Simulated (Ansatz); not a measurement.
**ClF3HOTa: small, medium and large basis sets**

The task here is to estimate one member of a computed series from the others.

Method: one geometry, several basis sets; program: Ansatz 0.2.0, Gaussian basis.

Levels to be run: PBE0-D4/def2-SVP; ωB97M-V/def2-SVP; PBE0-D4/def2-QZVPP; ωB97M-V/def2-QZVPP; the functionals' def2-TZVPP values are taken from earlier runs.

## The relaxed structure

The geometry comes from an earlier relaxation with PBE0-D4 in a triple-zeta def2 set; it is a stationary point, not always the lowest conformer. Ta takes the def2 core potential; no spin-orbit term is included.

SMILES `[OH][Ta]([F])([F])([F])[Cl]`, 7 atoms, charge 0, spin multiplicity 1.

Atoms are counted from 1 here; the program's logs count them from 0.

Bond lengths: O1–Ta2 1.867 Å, O1–H7 0.953 Å, Ta2–F3 1.857 Å, Ta2–F4 1.857 Å, Ta2–F5 1.883 Å, Ta2–Cl6 2.289 Å. Angles: Ta2–O1–H7 176.0°, O1–Ta2–F3 90.8°, O1–Ta2–F4 90.8°, O1–Ta2–F5 175.2°, O1–Ta2–Cl6 94.0°, F3–Ta2–F4 123.6°, F3–Ta2–F5 86.9°, F3–Ta2–Cl6 118.1°, F4–Ta2–F5 86.9°, F4–Ta2–Cl6 118.1°, F5–Ta2–Cl6 90.7°.

Set-up of the first run:

in.yaml reads:

```yaml
crystal:
  periodic: [false, false, false]
  atoms:
    - {symbol: O, position_ang: [0.071986, -1.321343, 0.711965]}
    - {symbol: Ta, position_ang: [0.002625, 0.288154, -0.230807]}
    - {symbol: F, position_ang: [1.766149, 0.076908, -0.774493]}
    - {symbol: F, position_ang: [-1.454207, -0.317451, -1.211155]}
    - {symbol: F, position_ang: [-0.039531, 1.829462, -1.311827]}
    - {symbol: Cl, position_ang: [-0.405042, 1.550384, 1.635213]}
    - {symbol: H, position_ang: [0.119421, -2.174215, 1.135303]}
basis:
  gaussian: {orbitals: def2-SVP}
hamiltonian: {xc: pbe0, dispersion: d4}
output: {orbitals: {seedname: orbitals}}
```

Command:

```sh
$ ansatz run in.yaml --threads 4 --pin off --events-out ev --progress --plain --max-ram 10444MiB
```

Steps of the session up to this table: PBE0-D4 in def2-SVP; ωB97M-V in def2-SVP; PBE0-D4 in def2-QZVPP; ωB97M-V in def2-QZVPP.

One of the session's tables, all rows but one given; the rest of the session is left out.

It belongs to the step «Density functionals: the series». 

```
functional       basis  HOMO (eV)  LUMO (eV)
   PBE0-D4    def2-SVP      -9.65      -2.14
   PBE0-D4  def2-TZVPP      -9.68      -2.09
   PBE0-D4  def2-QZVPP      -9.71      -2.13
   ωB97M-V    def2-SVP     -11.90       0.10
   ωB97M-V  def2-TZVPP          ?          ?
   ωB97M-V  def2-QZVPP     -12.00       0.06
```

Q: Estimate the row for ωB97M-V, def2-TZVPP from the others.

As computed: HOMO (eV): -11.96; LUMO (eV): 0.13. In the column «HOMO (eV)» it lies between ωB97M-V, def2-QZVPP (-12.00) and ωB97M-V, def2-SVP (-11.90).
